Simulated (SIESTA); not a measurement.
Crystal: SiNi2.

```
Ni Si
1.0
     4.99000    0.00000    0.00000
     0.00000    3.72000    0.00000
     0.00000    0.00000    7.03000
Ni Si
8 4
Direct
  0.32500 0.75000 0.93700
  0.67500 0.25000 0.06300
  0.17500 0.25000 0.43700
  0.82500 0.75000 0.56300
  0.45800 0.75000 0.29700
  0.54200 0.25000 0.70300
  0.04200 0.25000 0.79700
  0.95800 0.75000 0.20300
  0.78600 0.75000 0.88600
  0.21400 0.25000 0.11400
  0.71400 0.25000 0.38600
  0.28600 0.75000 0.61400
```

Base run:

| Item | Value |
| --- | --- |
| Program | SIESTA 5.4.2 |
| Functional | PBEsol |
| Potentials or basis | PseudoDojo 0.4 standard (PBEsol files) |
| Basis | DZP (energy shift 0.003 Ry; two zetas on semicore shells) |
| Grid cutoff | 800 Ry |
| Energy shift | 0.003 Ry |
| k mesh | 6 × 7 × 4 |
| Occupations | fermi-dirac, width 0.05 eV |
| Spin | collinear spin, ferromagnetic start |
| Starting moments | [1.0, 1.0, 1.0, 1.0, 1.0, 1.0, 1.0, 1.0, 0.0, 0.0, 0.0, 0.0] μB |

Its results: band gap on the k mesh none (metal or under the smearing width); pressure -4.6 GPa; net moment 0.00 μB per cell; largest force 0.433 eV/Å.

Q: The run is repeated on the same cell with these changes: functional from PBEsol to LDA; potentials or basis from PseudoDojo 0.4 standard (PBEsol files) to PseudoDojo 0.4 standard (LDA files). What comes out?

A: Band gap on the k mesh none (metal or under the smearing width); pressure -11.1 GPa; net moment 0.00 μB per cell; largest force 0.395 eV/Å.

Caveats: short orbitals over semicore shells can move pressures by several GPa; the basis of atomic orbitals isn't converged, which shifts pressures, moduli and gaps.
